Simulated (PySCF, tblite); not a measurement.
# C3H14N2Si3: geometry, infrared bands and NMR shifts

What infrared bands and NMR shifts should C3H14N2Si3 (`C=N[SiH2]N(C)[SiH2]C[SiH3]`) show?

Programs: tblite 0.8.0 and PySCF 2.14.0, with density-fitted response routines of our own. Each step states its level of theory. These are calculated values for one molecule in the gas phase, unless marked as measured. Atoms count from 0, in the outputs and in this text.

## 1. The molecule as given

22 atoms, charge 0, multiplicity 1; geometry from: force field or distance geometry start.

Bonds of the start (Å): C0–N1 1.29, N1–Si2 1.77, Si2–N3 1.80, N3–C4 1.43, N3–Si5 1.78, Si5–C6 1.86, C6–Si7 1.86, C0–H8 1.10, C0–H9 1.10, Si2–H10 1.46, Si2–H11 1.48, C4–H12 1.12, C4–H13 1.09, C4–H14 1.13, Si5–H15 1.48, Si5–H16 1.48, C6–H17 1.12, C6–H18 1.10, Si7–H19 1.48, Si7–H20 1.46, Si7–H21 1.48.

## 2. Optimising the geometry with GFN2-xTB

The job: settings as JSON, then the geometry in Å.

```
{"job": {"kind": "relax", "xc": "GFN2-xTB", "basis": "xTB"}, "charge": 0, "multiplicity": 1}
C      3.642600     1.898300     0.412700
N      3.066400     0.837800    -0.031200
Si     1.714200     0.049500     0.797200
N      0.455100    -0.265700    -0.453500
C      1.036000    -1.080300    -1.478100
Si    -0.921700    -1.022100     0.391200
C     -2.542400    -0.669600    -0.440400
Si    -3.351500     0.902500     0.129600
H      4.487000     2.324200    -0.151300
H      3.314400     2.413100     1.321800
H      1.122700     0.847500     1.865000
H      2.193300    -1.211600     1.413900
H      2.085800    -0.694400    -1.591300
H      1.128500    -2.140900    -1.236000
H      0.533600    -0.898300    -2.474500
H     -0.908500    -0.656600     1.829700
H     -0.711300    -2.488400     0.356900
H     -2.336200    -0.664000    -1.544600
H     -3.214600    -1.510700    -0.230700
H     -4.672200     0.977900    -0.526800
H     -3.532800     0.986600     1.574300
H     -2.598700     2.084600    -0.335500
```

The run is started by

```sh
$ OMP_NUM_THREADS=1 python probes_run.py task.json out
```

One launch serves the whole session: the jobs run in the order shown.

**Question.** This job is followed by: GFN2-xTB harmonic vibrations, gas phase; GIAO PBE0/pcSseg-1 NMR shielding, non-relativistic, gas phase. What will the session give for the following? strongest single infrared mode (GFN2-xTB); zero-point energy (GFN2-xTB); ¹³C shifts against TMS (PBE0/pcSseg-1); ¹H shifts against TMS (PBE0/pcSseg-1, means over atoms taken as alike); ¹⁵N shifts against NH3 (PBE0/pcSseg-1); ²⁹Si shifts against TMS (PBE0/pcSseg-1); surface potential, 1st and 99th percentile.

**Answer**, as computed:

| quantity | value |
| --- | --- |
| strongest single infrared mode (GFN2-xTB) | 2278 cm⁻¹, 667 km/mol |
| zero-point energy (GFN2-xTB) | 98.2 kcal/mol |
| ¹³C shifts against TMS (PBE0/pcSseg-1) | 174.6, 31.4, -8.2 ppm |
| ¹H shifts against TMS (PBE0/pcSseg-1, means over atoms taken as alike) | 8.96, 8.87, 5.43, 4.98, 3.96, 2.70, 0.01 ppm |
| ¹⁵N shifts against NH3 (PBE0/pcSseg-1) | 427.3, 9.1 ppm |
| ²⁹Si shifts against TMS (PBE0/pcSseg-1) | -29.2, -32.6, -75.5 ppm |
| surface potential, 1st and 99th percentile | -1.24 V and 0.96 V |

**Reading.** Over 238 steps the energy fell by 0.789 eV; of the close pairs, Si2–N3 changed most, 1.802 to 1.728 Å. All 60 modes are real, so the xTB geometry is a minimum. The strongest single mode, at 2278 cm⁻¹, moves mainly H15 and H11. GFN2-xTB is a fitted tight-binding method: band positions and strengths are rough. Its intensities can rank the bands wrongly. At PBE0/pcSseg-1: The widest tensor belongs to N1: span 853 ppm, with a paramagnetic part of -493 ppm. At PBE0/pcSseg-1, counted by nearest atom on the grid, the HOMO lies on N3 56 %; H10, H14 about 8 % each, the LUMO on C0 36 %; N1 30 %.
